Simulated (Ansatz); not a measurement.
# GaGe (F-43m) in Ansatz: settings compared, part 2 of 2

Ansatz 0.2.0. Earlier steps stand in the parts before.

## 3. Single point, PBEsol

input.yaml reads:

```yaml
crystal:
  lattice:
    - [0.0, 2.897844, 2.897844]
    - [2.897844, 0.0, 2.897844]
    - [2.897844, 2.897844, 0.0]
  atoms:
    - { symbol: Ge, position: [0.0, 0.0, 0.0] }
    - { symbol: Ga, position: [0.25, 0.25, 0.25] }
kpoints:
  mp_grid: { grid: [6, 6, 6] }
scf:
  occupations: { method: fermi_dirac, width: 0.05 }
hamiltonian:
  xc: pbesol
  pseudopotentials: { kind: all_electron, datasets: crystal }
output:
  forces: true
  stress: true
  eigenvalues: true
  elf: true
  volumetric_format: npy
```

Potentials or basis: all-electron PAW datasets made for the crystal.

Launch:

```sh
$ ansatz run input.yaml --threads 2 --pin off --max-ram 8192MiB --backend cpu --events-out ev --progress --plain --runs-dir out
```

It took 3.5 s on 2 threads of Arm Neoverse V1, shared host; peak memory 0.48 GiB.

The run converged. Its results:

```
Free energy            : -109934.5227 eV
Pressure               : -2.5 GPa
Band gap on the k mesh : none (metal or under the smearing width)
```

Levels at points of the mesh, in eV from the Fermi level:
| k point | band 6 | band 7 | band 8 | band 9 | band 10 | band 11 |
| --- | --- | --- | --- | --- | --- | --- |
| (0.00, 0.00, 0.00) | -10.44 | 1.80 | 1.80 | 1.80 | 2.14 | 4.46 |
| (0.00, 0.00, -0.50) | -8.47 | -5.28 | 0.49 | 0.49 | 2.13 | 5.43 |
| (0.00, -0.50, -0.50) | -7.41 | -5.71 | -1.15 | -1.15 | 2.36 | 2.48 |

Caveat: the k mesh is thin for a metal, which can move the energy by tens of meV per atom.

## 4. Single point, HSE06

input.yaml: that of step 3 with these lines changed.

```diff
@@ -13,3 +13,3 @@
 hamiltonian:
-  xc: pbesol
+  xc: hse06
   pseudopotentials: { kind: all_electron, datasets: crystal }
@@ -18,4 +18 @@
   stress: true
-  eigenvalues: true
-  elf: true
-  volumetric_format: npy
```

Potentials or basis: all-electron PAW datasets made for the crystal.

Launch:

```sh
$ ansatz run input.yaml --threads 2 --pin off --max-ram 8192MiB --backend cpu --events-out ev --progress --plain --runs-dir out
```

What it wrote:

```text
Warning: RAYON_NUM_THREADS=2 ignored (pool sized by the plan → 2); use --threads N
hamiltonian.pseudopotentials.datasets: crystal makes datasets for this crystal and solves the spheres of its atoms anew in each pass: cutoff 310.0 eV, the density's 1240.0 eV;, for an error of 0.50 meV an atom under PBE, 1.0 meV for the cell; an energy difference from a run of another recipe may be off by several times the error for the cell, under r2SCAN by more, where some 0.1 meV an atom stays at smaller errors; Ga in spheres of 1.254 Å, 13 of its electrons in bands; Ge in spheres of 1.249 Å, 14 of its electrons in bands
Engine: ansatz 0.2.0, aarch64-unknown-linux-gnu
Pseudopotentials: kind: all_electron
Pseudopotential: Ge, paw, valence charge 14, recommended cutoff 310 eV (normal), crystal/all_electron/pbe/scalar/gaussian/Ge, Koelling and Harmon's equation, gaussian nucleus
Pseudopotential: Ga, paw, valence charge 13, recommended cutoff 310 eV (normal), crystal/all_electron/pbe/scalar/gaussian/Ga, Koelling and Harmon's equation, gaussian nucleus
Functional definition: HSE06
  parameter a = 0.25
  parameter omega = 0.11/bohr
  exchange = pbe_x - a*pbe_x_sr(omega) + a*exact_x_sr(omega)
  correlation = pbe_c
Crystal: 2 atoms, lattice volume = 48.669 Å³
Basis set: ecut = 310 eV, 609 PW (Γ), exchange–correlation on 48×48×48 points (8 copies of the dense FFT grid, shifted against one another)
Bands: 18, of which v1, the nominal top of the filled ones, is band 14 counted from 1 (13 counted from 0)
Symmetry: 24 space group operations
Space group: F-43m (ITA 216), of the structure as read, at distance tolerance 3.7e-5 Å
k-points: 16 of 216 (time reversal used)
Non-local potential: Ge, projectors of the file, l = 0: 1, l = 1: 1, l = 2: 2
[... 33 lines left out ...]
Past the cutoff: the bands carry plane waves up to 1.75 times it, of which those up to 1.5 times it add -0.000147 eV an atom, each by itself; the spheres take 0.000579 eV an atom off the energy for waves past 1.75 times it
Past the cutoffs: a stress includes 0.0001 GPa for waves and charges beyond them, in addition to the slope of what the spheres take
In the spheres:  the bands' charges fall short by 6.9e-6 e at most (sound up to 1e-3)
Fermi energy:    7.467990 eV
--- Per-component energies (eV) ---
  E_band       = -271.128055
  E_kinetic    = 133.533774
  E_local      = -2924.788683  (includes V_loc(G=0)·N_el)
  E_nonlocal   = -819.546142
  E_hartree    = 1374.711024
  E_xc         = -65.795318
  E_vxc        = -81.559245  (∫ρ·V_xc dr)
  E_exx        = -101.886182  (= α·E_x^exact, valence–valence)
  E_paw        = -113692.303279  (= ΣΔE_a)
  E_vpaw       = -7646.447106  (= ΣTr[D̂ρ^β])
  E_ewald      = -2441.536352
  E_smearing   = -0.013231  (= −TS)
  E_closure    = 8522.029547  (closes the sum)
  Σ components = -110015.594841   (vs F -110015.594841, Δ=0.00e0)
  The terms above E_closure are by the made datasets' own strengths, without shells solved beside the bands.
--- Forces (eV/Å), atoms counted from 1 ---
  atom   1  Ge     0.00000000     0.00000000     0.00000000
  atom   2  Ga    -0.00000000     0.00000000     0.00000000
  max |Σ_I F_I| component: 2.31e-17 eV/Å
--- Stress (GPa, compression-positive) ---
       -1.169236      -0.000000      -0.000000
        0.000000      -1.169236      -0.000000
        0.000000      -0.000000      -1.169236
  P = ⅓ Tr σ = -1.1692 GPa (-11.692 kbar)
--- Band table (eV; the first three rows and the last of 16) ---
  k-point 0: bands = ["-19.6536", "-19.6536", "-19.6536", "-19.6341", "-19.6341", "-9.4954", "-9.4954", "-9.4954", "-9.4400", "-9.4400", "-4.1994", "9.5181", "9.5181", "9.5181", "10.4097"]
  k-point 1: bands = ["-19.6535", "-19.6530", "-19.6530", "-19.6339", "-19.6339", "-9.5000", "-9.4913", "-9.4913", "-9.4404", "-9.4404", "-3.8397", "6.4146", "8.9862", "8.9862", "11.0383"]
  k-point 2: bands = ["-19.6532", "-19.6517", "-19.6517", "-19.6336", "-19.6336", "-9.5094", "-9.4844", "-9.4844", "-9.4398", "-9.4398", "-2.8464", "3.2039", "8.2965", "8.2965", "10.4323"]
  k-point 15: bands = ["-19.6546", "-19.6501", "-19.6480", "-19.6352", "-19.6318", "-9.5267", "-9.4703", "-9.4646", "-9.4500", "-9.4373", "-0.7186", "1.2609", "5.3384", "5.4462", "12.3211"]
```

It took 3.1 min on 2 threads of Arm Neoverse V1, shared host; peak memory 0.9 GiB.

Results:

```yaml
Free_energy: -110015.5948 eV
Pressure: -1.2 GPa
Band_gap_on_the_k_mesh: none (metal or under the smearing width)
```

Levels at points of the mesh, in eV from the Fermi level:
| k point | band 11 | band 12 | band 13 | band 14 | band 15 |
| --- | --- | --- | --- | --- | --- |
| (0.00, 0.00, 0.00) | -11.67 | 2.05 | 2.05 | 2.05 | 2.94 |
| (0.00, 0.00, -0.50) | -9.46 | -5.90 | 0.57 | 0.57 | 2.73 |
| (0.00, -0.50, -0.50) | -8.26 | -6.35 | -1.34 | -1.34 | 2.82 |

Caveat: the k mesh is thin for a metal, which can move the energy by tens of meV per atom.

## 5. Single point, PBE0

input.yaml: that of step 4 with these lines changed.

```diff
@@ -13,3 +13,3 @@
 hamiltonian:
-  xc: hse06
+  xc: pbe0
   pseudopotentials: { kind: all_electron, datasets: crystal }
```

Launch:

```sh
$ ansatz run input.yaml --threads 2 --pin off --max-ram 8192MiB --backend cpu --events-out ev --progress --plain --runs-dir out
```

Wall time 2.7 min (2 threads of Arm Neoverse V1, shared host); peak memory 0.88 GiB.

The run converged. Its results:

| Item | Value |
| --- | --- |
| Free energy | -110015.5518 eV |
| Pressure | -1.4 GPa |
| Band gap on the k mesh | none (metal or under the smearing width) |

Levels at points of the mesh, in eV from the Fermi level:
```
             k point  band 9  band 10  band 11  band 12  band 13  band 14  band 15
  (0.00, 0.00, 0.00)  -17.30   -17.30   -12.09     2.38     2.38     2.38     3.21
 (0.00, 0.00, -0.50)  -17.30   -17.30    -9.88    -6.32     0.75     0.75     3.03
(0.00, -0.50, -0.50)  -17.32   -17.30    -8.67    -6.76    -1.68    -1.68     3.15
```

Caveat: the k mesh is thin for a metal, which can move the energy by tens of meV per atom.

## 6. Summary

```tsv
task	level	potentials or basis	spin	cell	k mesh	cutoff (eV)	smearing	basis error allowed	gap on the mesh (eV)	pressure (GPa)
relaxation of the atoms	BLYP	all-electron LAPW, relativistic spinors	SOC, no magnetisation	atoms relaxed from: atoms moved at random, drawn with an rms of 0.05 Å	8 × 8 × 8	-	fermi-dirac 0.02 eV	0.001 eV/atom	-	3.3
single point	PBEsol	all-electron PAW datasets made for the crystal	off	as given	6 × 6 × 6	240	fermi-dirac 0.05 eV	-	none	-2.5
single point	HSE06	all-electron PAW datasets made for the crystal	off	as given	6 × 6 × 6	310	fermi-dirac 0.05 eV	-	none	-1.2
single point	PBE0	all-electron PAW datasets made for the crystal	off	as given	6 × 6 × 6	310	fermi-dirac 0.05 eV	-	none	-1.4
```

Caveats: the k mesh is thin for a metal, which can move the energy by tens of meV per atom (some runs).

Compare energies only between runs with the same functional and basis.
